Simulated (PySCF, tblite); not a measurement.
# C₅H₆NO₂ radical: geometry, infrared bands and EPR parameters

Wanted: the infrared bands and EPR parameters of C₅H₆NO₂ radical (`C=CO/C=C\N[C]=O`), by calculation.

The runs use tblite 0.8.0 and PySCF 2.14.0, with density-fitted response routines of our own; the level of theory stands in each step. All values are computed, except where a source is named. Atoms are numbered from 0 throughout.

### Step 1. The molecule as given

14 atoms, charge 0, multiplicity 2; geometry from: force field or distance geometry start.

Bonds of the start (Å): C0–C1 1.32, C1–O2 1.38, O2–C3 1.36, C3–C4 1.34, C4–N5 1.37, N5–C6 1.35, C6–O7 1.18, C0–H8 1.09, C0–H9 1.08, C1–H10 1.09, C3–H11 1.09, C4–H12 1.09, N5–H13 1.01.

### Step 2. Relaxing the molecule with GFN2-xTB

Job settings and geometry (Å):

```
{"job": {"kind": "relax", "xc": "GFN2-xTB", "basis": "xTB"}, "charge": 0, "multiplicity": 2}
C     -2.892700     0.281900    -1.196300
C     -2.091100     0.079600    -0.169700
O     -0.714600     0.049700    -0.303600
C      0.066900    -0.159400     0.784600
C      1.401400    -0.203500     0.734600
N      2.067900    -0.019900    -0.451000
C      3.413300    -0.052900    -0.508200
O      4.591200    -0.083200    -0.551500
H     -3.972600     0.296000    -1.062600
H     -2.511300     0.444700    -2.188800
H     -2.459000    -0.089500     0.841200
H     -0.464300    -0.314900     1.726800
H      1.992900    -0.377700     1.630700
H      1.571200     0.148700    -1.313400
```

The run is started by

```bash
OMP_NUM_THREADS=1 python probes_run.py task.json out
```

One launch serves the whole session: the jobs run in the order shown.

**Question.** This job is followed by: GFN2-xTB harmonic vibrations, gas phase; UKS B3LYP, pcH-1 on C H N O, non-relativistic, mean-field spin-orbit, GIAO. Predict these results of the whole session: strongest single infrared mode (GFN2-xTB); zero-point energy (GFN2-xTB); g(iso) (B3LYP); ⟨S²⟩; largest a(iso); surface potential, 1st and 99th percentile.

As calculated:

```
                                 quantity                  value
strongest single infrared mode (GFN2-xTB)  1845 cm⁻¹, 837 km/mol
             zero-point energy (GFN2-xTB)          63.2 kcal/mol
                           g(iso) (B3LYP)                2.00167
                                     ⟨S²⟩     0.753 (exact 0.75)
                           largest a(iso)   13C on C6, 466.9 MHz
    surface potential, 1st and 99th percentile     -1.62 V and 1.93 V
```

**Reading.** The optimisation took 124 steps and gained 0.843 eV; among the close pairs (by a distance rule), C4–N5 changed most, from 1.372 to 1.405 Å. No mode is imaginary among the 36: a minimum at this level. The strongest single mode, at 1845 cm⁻¹, moves mainly C6 and O7. GFN2-xTB is a fitted tight-binding method: band positions and strengths are rough. Its intensities can rank the bands wrongly. The largest share of the spin, 0.68 e, sits on C6. The isotropic g lies 0.6 ppt below the free-electron value.
